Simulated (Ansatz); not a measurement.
# SrLiH₃, space group Pm-3m: a conversion between chain and input file

Program: the Ansatz DFT code, driven from Python.

Typed at the interpreter:
```pycon
>>> import ansatz as az
>>> xtal = (
...     az.Lattice.from_parameters(4.630791, 4.630791, 4.630791, alpha=90.0, beta=90.0, gamma=90.0)
...     .atom('Li', (0.0, 0.0, 0.0))
...     .atom('Sr', (0.5, 0.5, 0.5))
...     .atom('H', (0.0, 0.5, 0.5))
...     .atom('H', (0.5, 0.0, 0.5))
...     .atom('H', (0.5, 0.5, 0.0))
... )
>>> model = (
...     xtal.calculation()
...     .occupations('fixed')
...     .kpoints(2, 2, 2)
...     .functional('mr2scan')
...     .optics(broadening_width=0.1)
... )
>>> print(model.to_yaml())
crystal:
  lattice:
    a: 4.630791
    b: 4.630791
    c: 4.630791
    alpha: 90.0
    beta: 90.0
    gamma: 90.0
  atoms:
    - { symbol: Li, position: [0.0, 0.0, 0.0] }
    - { symbol: Sr, position: [0.5, 0.5, 0.5] }
    - { symbol: H, position: [0.0, 0.5, 0.5] }
    - { symbol: H, position: [0.5, 0.0, 0.5] }
    - { symbol: H, position: [0.5, 0.5, 0.0] }
kpoints:
  mp_grid:
    grid: [2, 2, 2]
hamiltonian:
  xc: mr2scan
scf:
  occupations:
    method: fixed
output:
  optics:
    sigma: 0.1
```

The input is only written out: it wasn't run, and its settings aren't tested. The structure comes from a database and needn't be a stable phase.
